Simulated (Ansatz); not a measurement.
# CH₈NPSSi: small, medium and large basis sets

How large a basis does CH₈NPSSi need? Two functionals are run in growing sets.

Method: one geometry, several basis sets; program: Ansatz 0.2.0, Gaussian basis.

Levels to be run: PBE0-D4/def2-SVP; ωB97M-V/def2-SVP; PBE0-D4/def2-QZVPP; ωB97M-V/def2-QZVPP; the functionals' def2-TZVPP values are taken from earlier runs.

## Step 1: The relaxed structure

An earlier PBE0-D4 in a triple-zeta def2 set relaxation fixed the geometry.

13 atoms, charge 0, spin multiplicity 1.

Atoms are counted from 1 here; the program's logs count them from 0.

Bond lengths: C1–N2 1.449 Å, C1–H6 1.097 Å, C1–H7 1.093 Å, C1–H8 1.093 Å, N2–Si3 1.710 Å, N2–H9 1.009 Å, Si3–P4 2.248 Å, Si3–S5 2.155 Å, Si3–H10 1.483 Å, P4–H11 1.418 Å, P4–H12 1.420 Å, S5–H13 1.344 Å. Angles: N2–C1–H6 113.2°, N2–C1–H7 109.6°, N2–C1–H8 110.8°, H6–C1–H7 107.5°, H6–C1–H8 108.3°, H7–C1–H8 107.1°, C1–N2–Si3 124.2°, C1–N2–H9 113.2°, Si3–N2–H9 116.2°, N2–Si3–P4 107.2°, N2–Si3–S5 117.7°, N2–Si3–H10 106.4°, P4–Si3–S5 105.9°, P4–Si3–H10 116.9°, S5–Si3–H10 103.2°, Si3–P4–H11 93.3°, Si3–P4–H12 94.5°, H11–P4–H12 94.6° and more.

## Step 2: PBE0-D4 in def2-SVP

The input, in.yaml:

```yaml
crystal:
  periodic: [false, false, false]
  atoms:
    - {symbol: C, position_ang: [-1.271497, 1.011079, 0.944826]}
    - {symbol: N, position_ang: [-0.967532, 0.593483, -0.408681]}
    - {symbol: Si, position_ang: [0.484070, -0.181815, -0.872150]}
    - {symbol: P, position_ang: [0.708080, -2.005810, 0.422392]}
    - {symbol: S, position_ang: [2.321390, 0.923420, -0.658869]}
    - {symbol: H, position_ang: [-0.878806, 2.005880, 1.188463]}
    - {symbol: H, position_ang: [-0.836515, 0.302490, 1.653932]}
    - {symbol: H, position_ang: [-2.351137, 1.016867, 1.116961]}
    - {symbol: H, position_ang: [-1.410822, 1.166683, -1.110686]}
    - {symbol: H, position_ang: [0.390608, -0.405362, -2.335510]}
    - {symbol: H, position_ang: [1.771514, -2.529257, -0.355953]}
    - {symbol: H, position_ang: [-0.300306, -2.745613, -0.250098]}
    - {symbol: H, position_ang: [2.361254, 0.813256, 0.680173]}
basis:
  gaussian: {orbitals: def2-SVP}
hamiltonian: {xc: pbe0, dispersion: d4}
output: {orbitals: {seedname: orbitals}}
```

The run is started by

```sh
> ansatz run in.yaml --threads 4 --pin off --events-out ev --progress --plain --max-ram 10444MiB
```

Further steps of the session: ωB97M-V in def2-SVP; PBE0-D4 in def2-QZVPP; ωB97M-V in def2-QZVPP.

Before running them: what should the planned runs give, taken together? Wanted: PBE0-D4: double and triple zeta above quadruple; ωB97M-V: double and triple zeta above quadruple.

The runs gave:

```
                                       quantity           value
PBE0-D4: double and triple zeta above quadruple  13.90, 1.05 eV
ωB97M-V: double and triple zeta above quadruple  14.00, 1.00 eV
```

What this shows: PBE0-D4 gains 12.85 eV from double to triple zeta, then 1.05 eV more. These are total energies; as a rule much of such shifts cancels in differences, which this series doesn't test. The LUMO of ωB97M-V is positive and keeps falling with the basis (2.45 to 1.27 eV): an unbound level that the basis holds in place.
